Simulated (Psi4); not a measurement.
# triplet C2HClFIn at 4 levels

Wanted: a comparison of 4 runs (UHF/3-21G, U-wB97X-V/def2-SVP, UHSE06/def2-SVP, UTPSSh/def2-SVP) of triplet C2HClFIn. 

The results are computed with Psi4 1.11.

1 further run of the same task is left out (set aside as unsound or not needed). Runs told in other sessions of the task aren't counted.

### 1 The system as given

C2HClFIn has 6 atoms, charge 0, and is taken as a triplet. SMILES of the parent species: `C#[C][In]([F])[Cl]`. The shape is that of a PBE0-D4/def2-TZVP optimisation. That shape belongs to the parent species and isn't relaxed for this state.

Bond lengths: C1–C2 1.206 Å, C2–In3 2.048 Å, In3–F4 1.933 Å, In3–Cl5 2.293 Å, C1–H6 1.067 Å. Angles: C1–C2–In3 179.4°, C2–In3–F4 120.7°, C2–In3–Cl5 127.6°, F4–In3–Cl5 111.7°, C2–C1–H6 179.8°.

### 2 A single-point energy at UHF/3-21G (run 1)

The input, c2hclfin.py:

```python
import psi4

psi4.set_memory(2200000000)
psi4.set_num_threads(1)
psi4.core.set_output_file('output.dat', False)

geom = psi4.geometry("""
0 3
C      1.088300     0.340300     1.700800
C      0.438900     0.120100     0.708700
In    -0.655800    -0.235700    -0.984700
F     -1.773600    -1.806600    -1.123700
Cl    -0.759200     1.049500    -2.880900
H      1.661500     0.532400     2.579900
symmetry c1
""")

psi4.set_options({
    'reference': 'uhf',
    'puream': True,
    'e_convergence': 1e-09,
    'd_convergence': 1e-08,
    'scf_type': 'pk',
    'maxiter': 100,
})

result = psi4.energy('scf/3-21G')
print('E =', round(result, 9))
```

Launch:

```bash
$ python c2hclfin.py
```

output.dat:

```text
[...]
  Running in c1 symmetry.
[...]
  Nuclear repulsion =  527.596816395029464
[...]
  Multiplicity = 3
[...]
  Nalpha       = 45
  Nbeta        = 43
[...]
    Number of basis functions: 73
[...]
   @UHF iter   1: -6346.28581875892451   -3.72319e+00   9.70447e-03 ADIIS/DIIS
[...]
   @UHF iter  23: -6346.70286963129365   -2.18279e-11   8.57588e-09 DIIS
[...]
   @S^2 Observed:                2.020661427E+00
[...]
    Orbital Energies [Eh]
    ---------------------
    Alpha Occupied:
       1A   -991.760580     2A   -148.728114     3A   -138.160744
       4A   -138.159452     5A   -138.159104     6A   -104.075112
       7A    -29.606697     8A    -26.046521     9A    -25.149831
      10A    -25.145929    11A    -25.144351    12A    -17.550677
      13A    -17.549662    14A    -17.548634    15A    -17.547771
      16A    -17.546721    17A    -11.275747    18A    -11.273698
      19A    -10.468432    20A     -7.931151    21A     -7.928756
      22A     -7.928303    23A     -5.050668    24A     -3.523249
      25A     -3.521875    26A     -3.516571    27A     -1.451931
      28A     -1.178602    29A     -1.168540    30A     -1.151227
      31A     -1.146243    32A     -1.146233    33A     -1.139688
      34A     -1.042620    35A     -0.821101    36A     -0.659374
[...]
  @UHF Final Energy: -6346.70286963129365
   => Energetics <=
    Nuclear Repulsion Energy =            527.5968163950294638
    One-Electron Energy =               -9818.6879463244258659
    Two-Electron Energy =                2944.3882602981029777
    Total Energy =                      -6346.7028696312936518
  UHF NO Occupations:
  HONO-2 :   43  A 1.9944442
  HONO-1 :   44  A 1.0000000
  HONO-0 :   45  A 1.0000000
  LUNO+0 :   46  A 0.0055558
  LUNO+1 :   47  A 0.0037864
[...]
 Multipole Moments:
 ------------------------------------------------------------------------------------
     Multipole            Electronic (a.u.)      Nuclear  (a.u.)        Total (a.u.)
 ------------------------------------------------------------------------------------
 L = 1.  Multiply by 2.5417464519 to convert [e a0] to [Debye]
 Dipole X            :         -2.8552191            4.3278150            1.4725959
 Dipole Y            :         -2.9761773            3.3826755            0.4064982
 Dipole Z            :         -1.7195262            4.0925565            2.3730302
 Magnitude           :                                                    2.8222424
[...]
```

Standard output:

```text
E = -6346.702869631
```

It took 2.4 s on 1 thread of AMD EPYC 9R45 (Zen 5), shared host; peak memory 0.24 GiB.

### 3 The energy at U-wB97X-V/def2-SVP (core potential) (run 2)

The input, job.py:

```python
import psi4

psi4.set_memory('2200 MB')
psi4.set_num_threads(1)
psi4.set_output_file('psi4.out', False)

m = psi4.geometry("""
0 3
C      1.088300     0.340300     1.700800
C      0.438900     0.120100     0.708700
In    -0.655800    -0.235700    -0.984700
F     -1.773600    -1.806600    -1.123700
Cl    -0.759200     1.049500    -2.880900
H      1.661500     0.532400     2.579900
units angstrom
symmetry c1
""")

options = {'basis': 'def2-SVP', 'reference': 'uks', 'puream': True, 'e_convergence': 1e-09, 'd_convergence': 1e-08, 'scf_type': 'pk', 'dft_radial_points': 99, 'dft_spherical_points': 590, 'maxiter': 100}
psi4.set_options(options)

energy_value, wavefunction = psi4.energy('wb97x-v', molecule=m, return_wfn=True)
print('E =', round(energy_value, 9))
for k, v in sorted(psi4.core.scalar_variables().items()):
    print(f'{k:45s} {v:18.10f}')
```

Launch:

```bash
$ python job.py
```

psi4.out:

```text
[...]
    !!!  WARNING: ECP capability is in beta. Please check occupations closely.  !!!
[...]
  Running in c1 symmetry.
[...]
  Nuclear repulsion =  274.588230394353843
[...]
  Multiplicity = 3
[...]
  Nalpha       = 31
  Nbeta        = 29
[...]
    Number of basis functions: 91
[...]
   @UKS iter   1:  -825.86589506301743   -1.32506e+00   8.82005e-03 DIIS/ADIIS
[...]
   @UKS iter  27:  -826.36812337842946   -1.63709e-11   8.55105e-09 DIIS
[...]
   @S^2 Observed:                2.003970585E+00
[...]
    Orbital Energies [Eh]
    ---------------------
    Alpha Occupied:
       1A   -101.473602     2A    -24.690476     3A    -10.368799
       4A    -10.357146     5A     -9.537401     6A     -7.297188
       7A     -7.290815     8A     -7.290272     9A     -4.817593
      10A     -3.231614    11A     -3.225538    12A     -3.223327
      13A     -1.198778    14A     -0.978693    15A     -0.954540
      16A     -0.921309    17A     -0.917076    18A     -0.914806
      19A     -0.908856    20A     -0.880326    21A     -0.716700
      22A     -0.604485    23A     -0.529497    24A     -0.504945
      25A     -0.484098    26A     -0.465100    27A     -0.461361
      28A     -0.441957    29A     -0.419169    30A     -0.411905
      31A     -0.229270
[...]
  @UKS Final Energy:  -826.36812337842946
   => Energetics <=
    Nuclear Repulsion Energy =            274.5882303943538432
    One-Electron Energy =               -1759.3504420217782354
    Two-Electron Energy =                 706.2496689995242605
    DFT Exchange-Correlation Energy =     -48.0951971380443197
    Empirical Dispersion Energy =           0.0000000000000000
    VV10 Nonlocal Energy =                  0.2396163875150423
    Total Energy =                       -826.3681233784294591
  UHF NO Occupations:
  HONO-2 :   29  A 1.9990096
  HONO-1 :   30  A 1.0000000
[...]
 Multipole Moments:
 ------------------------------------------------------------------------------------
     Multipole            Electronic (a.u.)      Nuclear  (a.u.)        Total (a.u.)
 ------------------------------------------------------------------------------------
 L = 1.  Multiply by 2.5417464519 to convert [e a0] to [Debye]
 Dipole X            :         -6.2929815            7.4796576            1.1866761
 Dipole Y            :        -10.2170277           10.7658489            0.5488213
 Dipole Z            :          1.0242386            0.5966822            1.6209209
 Magnitude           :                                                    2.0824960
[...]
```

On the terminal:

```text
E = -826.368123378
CURRENT ENERGY                                   -826.3681233784
CURRENT REFERENCE ENERGY                         -826.3681233784
DD SOLVATION ENERGY                                 0.0000000000
DFT FUNCTIONAL TOTAL ENERGY                      -826.3681233784
DFT TOTAL ENERGY                                 -826.3681233784
DFT VV10 ENERGY                                     0.2396163875
DFT XC ENERGY                                     -48.0951971380
GRID ELECTRONS ALPHA                               30.9999990323
GRID ELECTRONS BETA                                28.9999990745
GRID ELECTRONS TOTAL                               59.9999981067
NUCLEAR REPULSION ENERGY                          274.5882303944
ONE-ELECTRON ENERGY                             -1759.3504420218
PCM POLARIZATION ENERGY                             0.0000000000
PE ENERGY                                           0.0000000000
SCF ITERATION ENERGY                             -826.3681233784
SCF ITERATIONS                                     27.0000000000
SCF TOTAL ENERGY                                 -826.3681233784
TWO-ELECTRON ENERGY                               706.2496689995
XC GRID RADIAL POINTS                              99.0000000000
XC GRID SPHERICAL POINTS                          590.0000000000
XC GRID TOTAL POINTS                           334757.0000000000
```

Run time: 2 min. Hardware: 1 thread of AMD EPYC 9R45 (Zen 5), shared host; peak memory 1 GiB.

### 4 Energy and forces at UHSE06/def2-SVP (core potential) (run 3)

The input, input.json:

```json
{
 "schema_name": "qcschema_input",
 "schema_version": 1,
 "molecule": {
  "schema_name": "qcschema_molecule",
  "schema_version": 2,
  "symbols": ["C", "C", "In", "F", "Cl", "H"],
  "geometry": [2.05658894, 0.6430738, 3.21404619, 0.8294008, 0.22695611, 1.3392489, -1.23928239, -0.44540845, -1.86081331, -3.35161825, -3.41397922, -2.12348525, -1.43468007, 1.98326757, -5.44411199, 3.13977996, 1.00609019, 4.87530443],
  "molecular_charge": 0,
  "molecular_multiplicity": 3,
  "fix_symmetry": "c1",
  "fix_com": true,
  "fix_orientation": true
 },
 "driver": "gradient",
 "model": {
  "method": "hse06",
  "basis": "def2-SVP"
 },
 "keywords": {
  "reference": "uks",
  "puream": true,
  "e_convergence": 1e-09,
  "d_convergence": 1e-08,
  "scf_type": "pk",
  "dft_radial_points": 99,
  "dft_spherical_points": 590,
  "maxiter": 100,
  "scf_properties": ["QUADRUPOLE", "MAYER_INDICES", "WIBERG_LOWDIN_INDICES"]
 }
}
```

Launch:

```bash
$ psi4 --qcschema input.json -n 1 --memory 2200MB
```

stdout:

```text
[...]
    !!!  WARNING: ECP capability is in beta. Please check occupations closely.  !!!
[...]
  Running in c1 symmetry.
[...]
  Nuclear repulsion =  274.588230522929678
[...]
  Multiplicity = 3
[...]
  Nalpha       = 31
  Nbeta        = 29
[...]
    Number of basis functions: 91
[...]
   @UKS iter   1:  -825.53051450021815   -6.66265e-01   1.04414e-02 ADIIS/DIIS
[...]
   @UKS iter  22:  -826.21607959783194   -1.03455e-11   6.08338e-09 DIIS
[...]
   @S^2 Observed:                2.005664914E+00
[...]
  @UKS Final Energy:  -826.21607959783194
   => Energetics <=
    Nuclear Repulsion Energy =            274.5882305229296776
    One-Electron Energy =               -1759.5682777088027251
    Two-Electron Energy =                 710.0303812998263311
    DFT Exchange-Correlation Energy =     -51.2664137117852263
    Empirical Dispersion Energy =           0.0000000000000000
    VV10 Nonlocal Energy =                  0.0000000000000000
    Total Energy =                       -826.2160795978319356
  UHF NO Occupations:
  HONO-2 :   29  A 1.9984658
  HONO-1 :   30  A 1.0000000
[...]
 Multipole Moments:
 ------------------------------------------------------------------------------------
     Multipole            Electronic (a.u.)      Nuclear  (a.u.)        Total (a.u.)
 ------------------------------------------------------------------------------------
 L = 1.  Multiply by 2.5417464519 to convert [e a0] to [Debye]
 Dipole X            :         61.3618789          -60.1233372            1.2385417
 Dipole Y            :          0.7311591           -0.1375721            0.5935870
 Dipole Z            :        120.2077664         -118.5432756            1.6644908
 Magnitude           :                                                    2.1579760
 L = 2.  Multiply by 1.3450342976 to convert [e a0^2] to [Debye ang]
 Quadrupole XX       :       -246.8737647          207.7065598          -39.1672049
 Quadrupole XY       :        -81.5324721           78.4254517           -3.1070204
[...]
  -Total Gradient:
     Atom            X                  Y                   Z
    ------   -----------------  -----------------  -----------------
       1       -0.109615802579    -0.036887972395    -0.167796395704
       2        0.110112941803     0.036657625308     0.169079037479
       3       -0.002088625944     0.000122743800    -0.004252719216
       4        0.005627848390     0.009116504748    -0.000898558604
       5       -0.000661748944    -0.007888548146     0.009070701326
       6       -0.003424769991    -0.001170041506    -0.005235664033
[...]
```

The result, in JSON:

```text
{
 "driver": "gradient",
 "model": {
  "method": "hse06",
  "basis": "def2-SVP"
 },
 "success": true,
 "return_result": [-0.10961580257851779, -0.03688797239484617, -0.16779639570394633, 0.1101129418027372, 0.036657625308357415, 0.1690790374791783, -0.0020886259438138346, 0.00012274379987641665, -0.004252719216426605, 0.005627848390402569, 0.009116504748244464, -0.0008985586044063998, -0.000661748943581817, -0.00788854814614158, 0.009070701325713804, -0.003424769991125093, -0.001170041505692214, -0.005235664032757575],
 "properties": {
  "calcinfo_nbasis": 91,
  "calcinfo_nmo": 91,
  "calcinfo_nalpha": 31,
  "calcinfo_nbeta": 29,
  "calcinfo_natom": 6,
  "nuclear_repulsion_energy": 274.5882305229297,
  "return_energy": -826.2160795978319,
  "return_gradient": [-0.10961580257851779, -0.03688797239484617, -0.16779639570394633, 0.1101129418027372, 0.036657625308357415, 0.1690790374791783, -0.0020886259438138346, 0.00012274379987641665, -0.004252719216426605, 0.005627848390402569, 0.009116504748244464, -0.0008985586044063998, -0.000661748943581817, -0.00788854814614158, 0.009070701325713804, -0.003424769991125093, -0.001170041505692214, -0.005235664032757575],
  "scf_one_electron_energy": -1759.5682777088027,
  "scf_two_electron_energy": 710.0303812998263,
  "scf_xc_energy": -51.266413711785226,
  "scf_dipole_moment": [1.2385417020983525, 0.5935869919826189, 1.6644907829744682],
  "scf_total_energy": -826.2160795978319,
  "scf_total_gradient": [-0.10961580257851779, -0.03688797239484617, -0.16779639570394633, 0.1101129418027372, 0.036657625308357415, 0.1690790374791783, -0.0020886259438138346, 0.00012274379987641665, -0.004252719216426605, 0.005627848390402569, 0.009116504748244464, -0.0008985586044063998, -0.000661748943581817, -0.00788854814614158, 0.009070701325713804, -0.003424769991125093, -0.001170041505692214, -0.005235664032757575],
  "scf_iterations": 22
 }
}
```

Run time: 56 s. Hardware: 1 thread of AMD EPYC 9R45 (Zen 5), shared host; peak memory 1 GiB.

### 5 Energy and forces at UTPSSh/def2-SVP (core potential) (run 4)

The input, c2hclfin.xyz:

```xyz
6
C2HClFIn
C      1.088300     0.340300     1.700800
C      0.438900     0.120100     0.708700
In    -0.655800    -0.235700    -0.984700
F     -1.773600    -1.806600    -1.123700
Cl    -0.759200     1.049500    -2.880900
H      1.661500     0.532400     2.579900
```

The input, calc.py:

```python
import psi4

psi4.set_memory('2200 MB')
psi4.set_num_threads(1)
psi4.set_output_file('psi4.out', False)

with open('c2hclfin.xyz') as f:
    atoms = ''.join(f.readlines()[2:])
mol = psi4.geometry('0 3\n' + atoms + 'symmetry c1\nno_reorient\nno_com')

psi4.set_options({
    'basis': 'def2-SVP',
    'reference': 'uks',
    'puream': True,
    'e_convergence': 1e-09,
    'd_convergence': 1e-08,
    'scf_type': 'pk',
    'dft_radial_points': 99,
    'dft_spherical_points': 590,
    'maxiter': 100,
})

e_tot, wfn = psi4.gradient('tpssh', molecule=mol, return_wfn=True)
psi4.oeprop(wfn, 'DIPOLE', 'WIBERG_LOWDIN_INDICES', 'MULLIKEN_CHARGES', title='TPSSH')
print('gradient / Eh bohr^-1')
print(e_tot.np.round(6))
print(f'energy = {wfn.energy():.10f} Eh')
```

Launch:

```bash
$ python calc.py
```

psi4.out:

```text
[...]
    !!!  WARNING: ECP capability is in beta. Please check occupations closely.  !!!
[...]
  Running in c1 symmetry.
[...]
  Nuclear repulsion =  274.588230394353843
[...]
  Multiplicity = 3
[...]
  Nalpha       = 31
  Nbeta        = 29
[...]
    Number of basis functions: 91
[...]
   @UKS iter   1:  -825.73769099467063   -5.41797e-01   1.07330e-02 ADIIS/DIIS
[...]
   @UKS iter  24:  -826.47427610845318   -1.25056e-12   4.21356e-09 DIIS
[...]
   @S^2 Observed:                2.006511667E+00
[...]
  @UKS Final Energy:  -826.47427610845318
   => Energetics <=
    Nuclear Repulsion Energy =            274.5882303943538432
    One-Electron Energy =               -1759.4790845700083537
    Two-Electron Energy =                 718.6374930923605007
    DFT Exchange-Correlation Energy =     -60.2209150251590657
    Empirical Dispersion Energy =           0.0000000000000000
    VV10 Nonlocal Energy =                  0.0000000000000000
    Total Energy =                       -826.4742761084531821
  UHF NO Occupations:
  HONO-2 :   29  A 1.9983076
  HONO-1 :   30  A 1.0000000
[...]
  -Total Gradient:
     Atom            X                  Y                   Z
    ------   -----------------  -----------------  -----------------
       1       -0.111641697274    -0.037577649058    -0.170886338550
       2        0.110638131036     0.036664850011     0.170100291336
       3       -0.002623312383     0.000087934443    -0.005256055853
       4        0.007539584417     0.011661054706    -0.000475356842
       5       -0.000540758591    -0.009745974054     0.011753486802
       6       -0.003428621141    -0.001154182348    -0.005263711547
[...]
 Multipole Moments:
 ------------------------------------------------------------------------------------
     Multipole            Electronic (a.u.)      Nuclear  (a.u.)        Total (a.u.)
 ------------------------------------------------------------------------------------
 L = 1.  Multiply by 2.5417464519 to convert [e a0] to [Debye]
 Dipole X            :         61.3323894          -60.1233374            1.2090520
 Dipole Y            :          0.6978265           -0.1375721            0.5602544
 Dipole Z            :        120.1935048         -118.5432757            1.6502291
 Magnitude           :                                                    2.1210723
[...]
```

On the terminal:

```text
gradient / Eh bohr^-1
[[-1.11642e-01 -3.75780e-02 -1.70886e-01]
 [ 1.10638e-01  3.66650e-02  1.70100e-01]
 [-2.62300e-03  8.80000e-05 -5.25600e-03]
 [ 7.54000e-03  1.16610e-02 -4.75000e-04]
 [-5.41000e-04 -9.74600e-03  1.17530e-02]
 [-3.42900e-03 -1.15400e-03 -5.26400e-03]]
energy = -826.4742761085 Eh
```

Run time: 76 s. Hardware: 1 thread of AMD EPYC 9R45 (Zen 5), shared host; peak memory 1.1 GiB.

### 6 The series

| run | level | core potential | integration grid | energy (Eh) | dipole moment (D) | HOMO energy (eV) | ⟨S²⟩ | wall time |
| --- | --- | --- | --- | --- | --- | --- | --- | --- |
| 1 | UHF/3-21G | none | – | -6346.702870 | 7.17 | -5.80 | 2.021 | 2.4 s |
| 2 | U-wB97X-V/def2-SVP (core potential) | def2 | 99 radial × 590 angular | -826.368123 | 5.29 | -6.24 | 2.004 | 2 min |
| 3 | UHSE06/def2-SVP (core potential) | def2 | 99 radial × 590 angular | -826.216080 | 5.49 | -4.07 | 2.006 | 56 s |
| 4 | UTPSSh/def2-SVP (core potential) | def2 | 99 radial × 590 angular | -826.474276 | 5.39 | -3.90 | 2.007 | 76 s |

### 7 Outcome

| quantity | value |
| --- | --- |
| run 4: total energy | -826.47428 Eh |
| run 4: dipole moment | 5.39 D |
| run 4: HOMO energy (highest over α and β) | -3.90 eV |
| run 4: ⟨S²⟩ | 2.007 |
| run 4: largest force on an atom | 10.673 eV/Å |

**Reading.** The dipole moment (its size) runs from 5.29 D (U-wB97X-V/def2-SVP) to 7.17 D (UHF/3-21G). The two ends differ in method and basis and core potential. Totals of different functionals can't be ranked against each other. Some runs of one species differ in core potentials or relativity; totals across that change don't compare. In run 1 relativity is left out where basis or elements ask for it. All runs together took 4.2 min, the longest 2 min.
